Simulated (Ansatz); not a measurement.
# AsBH6O3: one species, many methods

One table from this session's results is given with a row withheld; the runs are named, their logs left out.

The runs use Ansatz 0.2.0, Gaussian basis; functionals in def2-TZVPP, the program's frozen cores in correlated methods.

Levels to be run: LDA (SPW92), PBE-D4, revPBE-D4, BLYP-D4, r2SCAN-D4, B97M-V, PBE0-D4, B3LYP-D4, r2SCANh-D4, r2SCAN0-D4, HSE06-D4, BHLYP-D4, CAM-B3LYP-D4, LC-ωPBE, ωB97X-V, ωB97M-V, B2PLYP, PBE-QIDH; CCSD(T)/def2-SVP; CCSD(T)/def2-TZVPP; MP2/def2-QZVPP; extrapolation to the limit; RPA on PBE.

## The geometry

The geometry comes from an earlier relaxation with PBE0-D4 in a triple-zeta def2 set; it is a stationary point, not always the lowest conformer.

11 atoms, charge 0, spin multiplicity 1.

Atoms are counted from 1 here; the program's logs count them from 0.

Bond lengths: O1–B2 1.366 Å, O1–H6 0.957 Å, B2–O3 1.363 Å, B2–O4 1.374 Å, O3–H7 0.959 Å, O4–H8 0.957 Å, As5–H9 1.517 Å, As5–H10 1.520 Å, As5–H11 1.524 Å. Angles: B2–O1–H6 115.3°, O1–B2–O3 116.2°, O1–B2–O4 125.6°, O3–B2–O4 118.2°, B2–O3–H7 111.5°, B2–O4–H8 115.9°, H9–As5–H10 92.6°, H9–As5–H11 92.8°, H10–As5–H11 92.2°.

Set-up of the first run:

The input, in.yaml:

```yaml
crystal:
  periodic: [false, false, false]
  atoms:
    - {symbol: O, position_ang: [-1.507700, -0.021691, 1.109019]}
    - {symbol: B, position_ang: [-0.481171, -0.902765, 0.916854]}
    - {symbol: O, position_ang: [0.752849, -0.484854, 1.316937]}
    - {symbol: O, position_ang: [-0.596261, -2.158622, 0.370868]}
    - {symbol: As, position_ang: [0.701317, 1.355094, -1.532782]}
    - {symbol: H, position_ang: [-2.363661, -0.318182, 0.801143]}
    - {symbol: H, position_ang: [1.420374, -1.154203, 1.153443]}
    - {symbol: H, position_ang: [-1.473035, -2.408585, 0.079105]}
    - {symbol: H, position_ang: [0.472933, 2.359427, -0.418887]}
    - {symbol: H, position_ang: [2.181567, 1.230541, -1.210872]}
    - {symbol: H, position_ang: [0.957988, 2.446841, -2.564329]}
basis:
  gaussian: {orbitals: def2-TZVPP}
hamiltonian: {xc: lda}
output: {orbitals: {seedname: orbitals}}
```

On the command line:

```
> ansatz run in.yaml --threads 4 --pin off --events-out ev --progress --plain --max-ram 10444MiB
```

Steps of the session up to this table: LDA; PBE-D4 (GGA); revPBE-D4 (GGA); BLYP-D4 (GGA); r2SCAN-D4 (meta-GGA); B97M-V (meta-GGA); PBE0-D4 (hybrid); B3LYP-D4 (hybrid); r2SCANh-D4 (hybrid); r2SCAN0-D4 (hybrid); HSE06-D4 (hybrid); BHLYP-D4 (hybrid); CAM-B3LYP-D4 (range-separated); LC-ωPBE (range-separated); ωB97X-V (range-separated); ωB97M-V (range-separated); B2PLYP (double hybrid); PBE-QIDH (double hybrid).

One table of the session follows, with a row left open; its other results are not shown here.

It belongs to the step «Orbital energies across the functionals». 

```
  functional  HOMO (eV)  gap (eV)
 LDA (SPW92)      -6.52      5.59
      PBE-D4      -6.41      5.65
   revPBE-D4      -6.37      5.70
     BLYP-D4      -6.30      5.47
   r2SCAN-D4          ?         ?
      B97M-V      -6.75      6.22
     PBE0-D4      -7.54      7.62
    B3LYP-D4      -7.36      7.05
  r2SCANh-D4      -7.12      7.27
  r2SCAN0-D4      -7.74      8.25
    HSE06-D4      -7.14      6.86
    BHLYP-D4      -8.56      9.23
CAM-B3LYP-D4      -8.86      9.66
     LC-ωPBE     -10.18     12.34
     ωB97X-V      -9.85     11.80
     ωB97M-V      -9.73     11.22
```

Q: Estimate the row for r2SCAN-D4 from the others.

Worked estimate for «HOMO (eV)». Against the share of exact exchange, r2SCANh-D4 (0.1, -7.12), r2SCAN0-D4 (0.25, -7.74) give a slope of -4.13 per unit share; at 0 the line stands at -6.71.

As computed: HOMO (eV): -6.71; gap (eV): 6.61. In «HOMO (eV)» the line misses by 0.00.
